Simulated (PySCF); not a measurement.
# HfF3: structure of the doublet

The task is one start of a wider search on HfF3: the doublet, from a T-shaped start. It is relaxed, tested by its Hessian and followed downhill if it is a saddle.

Method: PBE0, basis Hf def2-TZVP with ECP60, F def2-TZVP, scalar-relativistic core potentials, no spin–orbit coupling, density fitting; program: PySCF 2.14.0.

## (1) Where the work starts

4 atoms, charge 0, spin multiplicity 2.

Bond lengths: Hf1–F2 2.160 Å, Hf1–F3 2.160 Å, Hf1–F4 2.160 Å. Angles: F2–Hf1–F3 88.0°, F2–Hf1–F4 88.0°, F3–Hf1–F4 176.0°.

```xyz
4
charge 0 multiplicity 2
Hf    0.0000    0.0000    0.0000
F     0.0000    0.0000    2.1600
F     2.1587    0.0000    0.0754
F    -2.1587    0.0000    0.0754
```

## (2) The SCF at the typed geometry

The steps below are one call of a driver around PySCF. For each, scf.py gives the equivalent set-up of the SCF; relaxations use the driver's own optimiser. After this first run the driver tries any further starts and a stability analysis.

File scf.py:

```python
from pyscf import gto, scf, dft
mol = gto.M(atom='''
Hf     0.000000     0.000000     0.000000
F      0.000000     0.000000     2.160000
F      2.158700     0.000000     0.075400
F     -2.158700     0.000000     0.075400''',
    basis={'Hf': 'def2-TZVP', 'F': 'def2-TZVP'},
    ecp={'Hf': 'def2-TZVP'},
    charge=0, spin=1)
mf = dft.UKS(mol, xc='PBE0')
mf.grids.atom_grid = (50, 194)
aux = {'Hf': 'def2-universal-JKFIT', 'F': 'def2-universal-JKFIT'}
mf = mf.density_fit(auxbasis=aux)
mf.conv_tol = 1e-08
mf.diis_space = 10
mf.max_cycle = 60
mf.init_guess = 'minao'
mf.verbose = 4
mf.kernel()
```

Command:

```sh
> OMP_NUM_THREADS=4 python axn.py task.json out
```

Further steps of the session: Relaxation: T-shaped start, doublet; Vibrations and properties at this point.

**Question.** What will these runs give? Wanted: minimum; geometry; wavenumbers; dipole moment; highest occupied, lowest empty level; polar-tensor charge of Hf1; zero-point energy; atomisation energy; ⟨S²⟩.

**Answer**, as computed:

| quantity | value |
| --- | --- |
| minimum | doublet, D3h |
| geometry | Hf–F 1.902 Å (×3); F–Hf–F 120.0° (×3) |
| wavenumbers (cm⁻¹) | 65 (a2''), 150 (e'), 646 (e'), 654 (a1') |
| dipole moment | 0.00 D |
| highest occupied, lowest empty level (either spin) | -6.09, -2.59 eV |
| polar-tensor charge of Hf1 | +1.83 e |
| zero-point energy | 13.8 kJ/mol |
| entropy at 298.15 K | 322.1 J/(mol K) |
| atomisation energy (no zero-point energy) | 1935 kJ/mol |
| ⟨S²⟩ | 0.752 |

What this shows: From C2v at the start the molecule goes to a D3h minimum. The strongest infrared band lies at 646 cm⁻¹ (e', stretch). Hf1 has a polar-tensor charge of +1.8 e (a dipole derivative, not a static charge), yet symmetry cancels the bond dipoles. Most of the spin sits on Hf1 (Mulliken spin 1.04, against 1 for the whole molecule). Only this shape and spin were tried, so other structures or states may lie lower. Open d and f shells are described by one determinant, and the ground state may have another occupation or spin. Spin–orbit coupling, left out here, can matter for elements this heavy.
